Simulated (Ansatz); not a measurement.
This script makes a formation energy from the elements of AlCu3 and its elements with Ansatz 0.2.0, Python API.

`alcu3_formation.py`:
```python
"""Is AlCu3 bound against its elements, after relaxing cells and atoms."""

from collections import Counter
import warnings

import ansatz
import numpy as np

PHASES = {
    "AlCu3": (
        [[3.63738, 0.0, 0.0], [0.0, 3.63738, 0.0], [0.0, 0.0, 3.63738]],
        [
            ("Al", [0.0, 0.0, 0.0]),
            ("Cu", [0.5, 0.5, 0.0]),
            ("Cu", [0.5, 0.0, 0.5]),
            ("Cu", [0.0, 0.5, 0.5]),
        ],
    ),
    "Al": (
        [[0.0, 2.02481, 2.02481], [2.02481, 0.0, 2.02481], [2.02481, 2.02481, 0.0]],
        [
            ("Al", [0.0, 0.0, 0.0]),
        ],
    ),
    "Cu": (
        [[0.0, 1.8075, 1.8075], [1.8075, 0.0, 1.8075], [1.8075, 1.8075, 0.0]],
        [
            ("Cu", [0.0, 0.0, 0.0]),
        ],
    ),
}


def build(vectors, sites):
    crystal = ansatz.Crystal(lattice=ansatz.Lattice.of(vectors))
    for symbol, position in sites:
        crystal = crystal.atom(symbol, position)
    return crystal


def solve(name, crystal):
    calc = (
        crystal.calculation()
        .functional("LDA")
        .basis(450)
        .kpoints(spacing=0.15)
        .occupations("cold", width=0.1)
        .stress()
    )
    calc = calc.relax(force_tolerance=0.03, max_steps=60, cell=True)
    return calc.run()


def counts(outcome):
    return Counter(site.symbol for site in outcome.lattice.sites)

def formation_energy(outcome, mu):
    n = counts(outcome)
    return (outcome.report["energy_sigma0_ev"] - sum(k * mu[element] for element, k in n.items())) / sum(n.values())


def volume_per_atom(outcome):
    return abs(np.linalg.det(outcome.lattice.cell_ang)) / len(outcome.lattice.sites)

warnings.simplefilter("ignore")

phases = {name: build(*cell) for name, cell in PHASES.items()}

done = {name: solve(name, crystal) for name, crystal in phases.items()}

# chemical potentials of the elements at zero temperature
references = {"Al": "Al", "Cu": "Cu"}
mu = {element: done[name].report["energy_sigma0_ev"] / len(done[name].lattice.sites) for element, name in references.items()}

target = done["AlCu3"]
heat = formation_energy(target, mu)
for element, value in mu.items():
    print(f"mu({element}) = {value:.4f} eV from {references[element]}, {volume_per_atom(done[references[element]]):.2f} A^3/atom")
print(f"formation energy of AlCu3: {heat:.4f} eV/atom = {96.4853 * heat:.1f} kJ/mol of atoms")
```

Is AlCu3 bound against its elements at this level, and by how much?

The formation energy is -0.200 eV an atom (-19.3 kJ per mole of atoms), so AlCu3 lies below the reference phases.

The output:

```console
$ python alcu3_formation.py
mu(Al) = -512.8750 eV from Al, 15.81 A^3/atom
mu(Cu) = -6555.7209 eV from Cu, 10.88 A^3/atom
formation energy of AlCu3: -0.2003 eV/atom = -19.3 kJ/mol of atoms
```

Caveats:
- Total energies depend on the potentials; only differences at equal settings carry meaning.
- The cells come from databases of deposited and of computed structures, and not all need be stable phases.
- The compound is the structure given, not necessarily its lowest; energies are at zero temperature, with no correction for gases. A semilocal functional's error on such energies is often 0.05 to 0.1 eV an atom, and 0.1 to 0.3 eV against gases such as O2 or F2.
- Wall time of the script: 69 s on 1 thread of Intel(R) Xeon(R) Platinum 8259CL CPU @ 2.50GHz (Skylake/Cascade Lake), with other jobs on the host, peak memory 0.5 GiB.
